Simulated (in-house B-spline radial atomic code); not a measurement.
# Excited states and polarisability of Xe¹⁸⁺ by several methods

Aim: excitation energies, oscillator strengths, polarisability and C6 of Xe¹⁸⁺ by linear response on several mean fields, with the cost of each.

Program: in-house B-spline radial atomic code version 1. Level of theory: linear response of a closed shell, each method with its own adiabatic kernel; spin-free one-electron X2C, finite nucleus; B-spline basis; no spin-orbit coupling, no double excitations; only terms of natural parity, (−1)^L, with L up to 3 are computed. These are calculated values, not measurements, unless marked.

### Step 1. Starting point

| Quantity | Value |
| --- | --- |
| element | xenon (Z = 54) |
| charge | +18 |
| configuration | [Ar] 3d10 4s2 4p6 |
| runs | TDHF; PBE; PBE0; B97-1; LDA (VWN5); HSE06 |

Outer shells as boxes (Hund's rule):

Xe¹⁸⁺
```
[Ar] core
3d [↑↓][↑↓][↑↓][↑↓][↑↓]
4s [↑↓]
4p [↑↓][↑↓][↑↓]
```

### Step 2. TDHF

The run's settings:

```ini
Z = 54
electrons = 36.0
configuration = [Ar] 3d10 4s2 4p6
hamiltonian = x2c
method = hf
box_radius = 6.14
rms_radius = 4.7859
intervals = 66
```

On the command line:

```console
$ python run_td.py task.json out
```

task.json lists these runs, among others, and the program works through them in turn.

### Step 3. PBE

Changes to the settings of step 2:

```diff
@@ -4,3 +4,3 @@
 hamiltonian = x2c
-method = hf
+method = pbe,pbe
 box_radius = 6.14
```

### Step 4. PBE0

Changes to the settings of step 3:

```diff
@@ -4,3 +4,3 @@
 hamiltonian = x2c
-method = pbe,pbe
+method = pbe0
 box_radius = 6.14
```

### Step 5. B97-1

Changes to the settings of step 4:

```diff
@@ -4,3 +4,3 @@
 hamiltonian = x2c
-method = pbe0
+method = b97_1
 box_radius = 6.14
```

### Step 6. LDA (VWN5)

Changes to the settings of step 5:

```diff
@@ -4,3 +4,3 @@
 hamiltonian = x2c
-method = b97_1
+method = lda,vwn
 box_radius = 6.14
```

### Step 7. HSE06

Changes to the settings of step 6:

```diff
@@ -4,3 +4,3 @@
 hamiltonian = x2c
-method = lda,vwn
+method = hse06
 box_radius = 6.14
```

Q: Predict the outcome of this session. Wanted: for each run, threshold; 4p→4d ¹P; 4p→4d ³P, Tamm-Dancoff; α; C6.

**Answer**, as computed:

```tsv
run	threshold (eV)	4p→4d ¹P (eV)	4p→4d ³P, Tamm-Dancoff (eV)	α (bohr³)	C6 (hartree bohr⁶)	time
TDHF	555.77	112.22	86.208	0.2758	0.2737	0.9 s
PBE	540.18	112.08	86.641	0.2744	0.2713	0.8 s
PBE0	544.53	112.12	86.626	0.2747	0.2718	1.1 s
B97-1	543.89	112.07	86.749	0.2746	0.2715	1.1 s
LDA (VWN5)	540.21	112.15	87.032	0.2734	0.2697	0.7 s
HSE06	543.99	112.09	86.586	0.2750	0.2723	1.3 s
```

**Reading.** α runs from 0.273 (LDA (VWN5)) to 0.276 bohr³ (TDHF). The semilocal functionals put the threshold at 540.18 to 540.21 eV, under Hartree-Fock's 555.77 eV, since their potential decays too fast. Spin-orbit coupling, absent here, splits and mixes these terms strongly in an ion this highly charged, so they need not match single real levels.
